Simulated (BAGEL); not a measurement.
# GeH2Cl2O (SMILES [OH][GeH]([Cl])[Cl]), step by step

We compute a single-point energy (HF/def2-SV(P)), then the energy (NEVPT2(2,2)/def2-SV(P)), then the energy (CASPT2(2,2)/def2-SV(P)) of GeH2Cl2O. 

The results are computed with BAGEL 1.2.2.

1 further run of the same task is left out (set aside as unsound or not needed).

**1. Starting point**

GeH2Cl2O: 6 atoms, total charge 0, spin state singlet. As SMILES, `[OH][GeH]([Cl])[Cl]`. The O1–Ge2 distance was set to 4.905 Å, away from the relaxed value. At this shape a bond of the SMILES string is far longer than usual.

Bond lengths: Ge2–Cl3 2.137 Å, Ge2–Cl4 2.137 Å, O1–H5 0.961 Å, Ge2–H6 1.521 Å. Angles: Cl3–Ge2–Cl4 106.8°, Cl3–Ge2–H6 111.2°, Cl4–Ge2–H6 111.3°.

**2. A single-point energy at HF/def2-SV(P) (density fitting with svp-jkfit) (run 1)**

The input, input.json:

```json
{ "bagel" : [

{
  "title" : "molecule",
  "basis" : "def2-sv_p_.json",
  "df_basis" : "svp-jkfit",
  "angstrom" : "false",
  "geometry" : [
    { "atom" : "O", "xyz" : [    -0.62942809,     7.33708467,    -4.53867807 ] },
    { "atom" : "Ge", "xyz" : [    -0.12358809,    -0.28119125,     0.71601723 ] },
    { "atom" : "Cl", "xyz" : [     3.68213135,    -1.63007776,     0.79689751 ] },
    { "atom" : "Cl", "xyz" : [    -2.36669300,    -3.21366825,    -0.92105251 ] },
    { "atom" : "H", "xyz" : [    -0.08632080,     7.07441274,    -6.25228172 ] },
    { "atom" : "H", "xyz" : [    -1.04690827,     0.38720488,     3.35558668 ] }
  ]
},

{ "title" : "hf" },

{ "title" : "print", "file" : "orbitals.molden", "orbitals" : "true" }

]}
```

The basis set def2-SV(P) is read from a file made from the Basis Set Exchange's data (not shown).

The run is started by

```
$ BAGEL_NUM_THREADS=1 BAGEL input.json > input.out
```

Standard output:

```text
* using 1 threads per process

  ===============================================================
  ===============================================================

  *** Geometry ***

  { "atom" : "O", "xyz" : [     -0.629428,      7.337085,     -4.538678 ] },
  { "atom" : "Ge", "xyz" : [     -0.123588,     -0.281191,      0.716017 ] },
  { "atom" : "Cl", "xyz" : [      3.682131,     -1.630078,      0.796898 ] },
  { "atom" : "Cl", "xyz" : [     -2.366693,     -3.213668,     -0.921053 ] },
  { "atom" : "H", "xyz" : [     -0.086321,      7.074413,     -6.252282 ] },
  { "atom" : "H", "xyz" : [     -1.046908,      0.387205,      3.355587 ] },

  Number of auxiliary basis functions:      635

  Since a DF basis is specified, we compute 2- and 3-index integrals:
    o Being stored without compression. Storage requirement is 0.038 GB

  Number of basis functions:       86
  Number of electrons      :       76

    * METHOD: MOLECULE                             0.39

  *** RHF ***

  === Nuclear Repulsion ===
   394.0178168101

      * DIIS with orbital gradients will be used.

  === RHF iteration (def2-sv_p_.json) ===
      0      -3069.17294409          0.02018794           0.17
      1      -3064.84851429          0.04192426           0.15
      2      -3069.36452498          0.01295945           0.16
      3      -3069.44836665          0.00785981           0.16
      4      -3069.50553644          0.00256253           0.16
      5      -3069.50173240          0.00861260           0.15
      6      -3069.46239716          0.01093412           0.15
      7      -3069.46950777          0.01054087           0.15
      8      -3069.52791012          0.00600282           0.15
      9      -3069.54458461          0.00372000           0.15
     10      -3069.55471648          0.00040694           0.16
     11      -3069.55486355          0.00006197           0.16
     12      -3069.55487449          0.00003589           0.15
     13      -3069.55487850          0.00002074           0.15
     14      -3069.55487925          0.00000520           0.15
     15      -3069.55487931          0.00000166           0.15
     16      -3069.55487931          0.00000132           0.15
     17      -3069.55487931          0.00000057           0.15
     18      -3069.55487931          0.00000012           0.15
     19      -3069.55487931          0.00000007           0.16
     20      -3069.55487931          0.00000004           0.15
     21      -3069.55487931          0.00000001           0.15
    * SCF iteration converged.

    * Permanent dipole moment:
           (   -0.150578,     1.989245,    -1.291645) a.u.

    * METHOD: HF                                   3.69

    * METHOD: PRINT                                0.02

  ===============================================================
```

It took 4.5 s on 1 thread of Arm Neoverse V1, shared host; peak memory 0.17 GiB.

**3. The energy at NEVPT2(2,2)/def2-SV(P) (density fitting with svp-jkfit) (run 2)**

The input, calc.json:

```json
{ "bagel" : [

{
  "title" : "molecule",
  "basis" : "def2-sv_p_.json",
  "df_basis" : "svp-jkfit",
  "geometry" : [
    { "atom" : "O", "xyz" : [ -0.62942809,  7.33708467, -4.53867807 ] },
    { "atom" : "Ge", "xyz" : [ -0.12358809, -0.28119125,  0.71601723 ] },
    { "atom" : "Cl", "xyz" : [  3.68213135, -1.63007776,  0.79689751 ] },
    { "atom" : "Cl", "xyz" : [ -2.36669300, -3.21366825, -0.92105251 ] },
    { "atom" : "H", "xyz" : [ -0.08632080,  7.07441274, -6.25228172 ] },
    { "atom" : "H", "xyz" : [ -1.04690827,  0.38720488,  3.35558668 ] }
  ]
},
{ "title" : "hf" },
{ "title" : "nevpt2", "nstate" : 1, "nact" : 2, "nclosed" : 37, "active" : [38, 39], "maxiter" : 200, "natocc" : true, "ncore" : 20 },
{ "title" : "print", "file" : "orbitals.molden", "orbitals" : true }

]}
```

The basis set def2-SV(P) is read from a file made from the Basis Set Exchange's data (not shown).

The run is started by

```
$ BAGEL_NUM_THREADS=1 BAGEL calc.json > calc.out
```

Standard output:

```text
* using 1 threads per process

  ===============================================================
  ===============================================================

  *** Geometry ***

  { "atom" : "O", "xyz" : [     -0.629428,      7.337085,     -4.538678 ] },
  { "atom" : "Ge", "xyz" : [     -0.123588,     -0.281191,      0.716017 ] },
  { "atom" : "Cl", "xyz" : [      3.682131,     -1.630078,      0.796898 ] },
  { "atom" : "Cl", "xyz" : [     -2.366693,     -3.213668,     -0.921053 ] },
  { "atom" : "H", "xyz" : [     -0.086321,      7.074413,     -6.252282 ] },
  { "atom" : "H", "xyz" : [     -1.046908,      0.387205,      3.355587 ] },

  Number of auxiliary basis functions:      635

[... 21 lines left out ...]
    * SCF iteration converged.
[... 1 line left out ...]
    * Permanent dipole moment:
[... 28 lines left out ...]
    * Second-order optimization converged. *

     guess   0:   closed 1.                   open ..

  === FCI iteration ===

      0  0     -3069.52463350     1.23e-01      0.00
      1  0     -3069.74755646     3.25e-02      0.00
      2  0 *   -3069.75722209     5.67e-16      0.00

     * ci vector, state   0, <S^2> = 0.0000
       2.     0.7178922376
       .2    -0.6961542467

  === DF-NEVPT2 calculation ===

    * 3-index integral transformation done
    * assembly done

      NEVPT2 correlation energy:   -0.6100458289      0.18

          (+0)     -0.5251768713
          (+0)'    -0.0116449681
          (+1)     -0.0194688226
          (+1)'    -0.0000000000
          (+2)     -0.0000034409
          (-1)     -0.0537463307
          (-1)'     0.0000000000
          (-2)     -0.0000053953

      NEVPT2 total energy:       -3070.3672679158

    * METHOD: NEVPT2                               7.02

    * METHOD: PRINT                                0.02

  ===============================================================
```

Run time: 11 s. Hardware: 1 thread of Arm Neoverse V1, shared host; peak memory 0.19 GiB.

**4. A single-point energy at CASPT2(2,2)/def2-SV(P) (density fitting with svp-jkfit) (run 3)**

The input, caspt2.json:

```json
{ "bagel": [

{
  "title": "molecule",
  "basis": "def2-sv_p_.json",
  "df_basis": "svp-jkfit",
  "angstrom": "false",
  "geometry": [
    { "atom": "O", "xyz": [ -0.62942809,  7.33708467, -4.53867807 ] },
    { "atom": "Ge", "xyz": [ -0.12358809, -0.28119125,  0.71601723 ] },
    { "atom": "Cl", "xyz": [  3.68213135, -1.63007776,  0.79689751 ] },
    { "atom": "Cl", "xyz": [ -2.36669300, -3.21366825, -0.92105251 ] },
    { "atom": "H", "xyz": [ -0.08632080,  7.07441274, -6.25228172 ] },
    { "atom": "H", "xyz": [ -1.04690827,  0.38720488,  3.35558668 ] }
  ]
},
{ "title": "hf", "charge": 0 },
{ "title": "casscf", "nstate": 1, "nact": 2, "nclosed": 37, "charge": 0, "active": [38, 39], "maxiter": 200, "natocc": "true" },
{ "title": "print", "file": "orbitals.molden", "orbitals": "true" },
{ "title": "smith", "method": "caspt2", "ms": "true", "xms": "true", "sssr": "true", "shift": 0.2, "shift_imag": "true", "ncore": 20 }

]}
```

The basis set def2-SV(P) is read from a file made from the Basis Set Exchange's data (not shown).

The run is started by

```
$ BAGEL_NUM_THREADS=1 BAGEL caspt2.json > caspt2.out
```

Standard output:

```text
* using 1 threads per process

  ===============================================================
  ===============================================================

  *** Geometry ***

  { "atom" : "O", "xyz" : [     -0.629428,      7.337085,     -4.538678 ] },
  { "atom" : "Ge", "xyz" : [     -0.123588,     -0.281191,      0.716017 ] },
  { "atom" : "Cl", "xyz" : [      3.682131,     -1.630078,      0.796898 ] },
  { "atom" : "Cl", "xyz" : [     -2.366693,     -3.213668,     -0.921053 ] },
  { "atom" : "H", "xyz" : [     -0.086321,      7.074413,     -6.252282 ] },
  { "atom" : "H", "xyz" : [     -1.046908,      0.387205,      3.355587 ] },

  Number of auxiliary basis functions:      635

[... 21 lines left out ...]
    * SCF iteration converged.
[... 1 line left out ...]
    * Permanent dipole moment:
[... 27 lines left out ...]
    * Second-order optimization converged. *
[... 9 lines left out ...]
     * ci vector, state   0, <S^2> = 0.0000
[... 16 lines left out ...]
    * Zeroth order energy : state  0       -0.4110985233
[... 4 lines left out ...]
       #      aibj      arbs      arbi      airj      risj      airs      arst      rist         Etot      error   time
[... 2 lines left out ...]
       0  -0.52319  -0.00001  -0.05885  -0.02145  -0.00001  -0.01144   0.00000   0.00000   -0.6149463  0.0004680   0.09
       1  -0.52321  -0.00001  -0.05891  -0.02145  -0.00001  -0.01149  -0.00000  -0.00000   -0.6150667  0.0000395   0.08
       2  -0.52321  -0.00001  -0.05891  -0.02145  -0.00001  -0.01149  -0.00000  -0.00000   -0.6150677  0.0000037   0.08
       3  -0.52321  -0.00001  -0.05891  -0.02145  -0.00001  -0.01149  -0.00000  -0.00000   -0.6150677  0.0000004   0.08

      ------------------------------------------------------------------------------------------------------------------

    * CASPT2 energy : state  0    -3070.3751482139
        w/o shift correction      -3070.3722897555
        reference weight              0.8430536281

    * METHOD: SMITH                                0.71

  ===============================================================
```

Run time: 12 s. Hardware: 1 thread of Arm Neoverse V1, shared host; peak memory 0.21 GiB.

**5. Outcome**

| quantity | value |
| --- | --- |
| run 1, HF/def2-SV(P): total energy | -3069.55488 Eh |
| run 1, HF/def2-SV(P): dipole moment | 6.04 D |
| run 1, HF/def2-SV(P): HOMO energy | -7.07 eV |
| run 1, HF/def2-SV(P): LUMO energy | -3.58 eV |
| run 1, HF/def2-SV(P): HOMO–LUMO gap | 3.49 eV |
| run 2, NEVPT2(2,2)/def2-SV(P): total energy | -3070.36727 Eh |
| run 3, CASPT2(2,2)/def2-SV(P): total energy | -3070.37515 Eh |

In words: One bond (run 1, HF/def2-SV(P)) is far stretched, which a spin-restricted single reference describes badly; a broken-symmetry solution may lie lower.
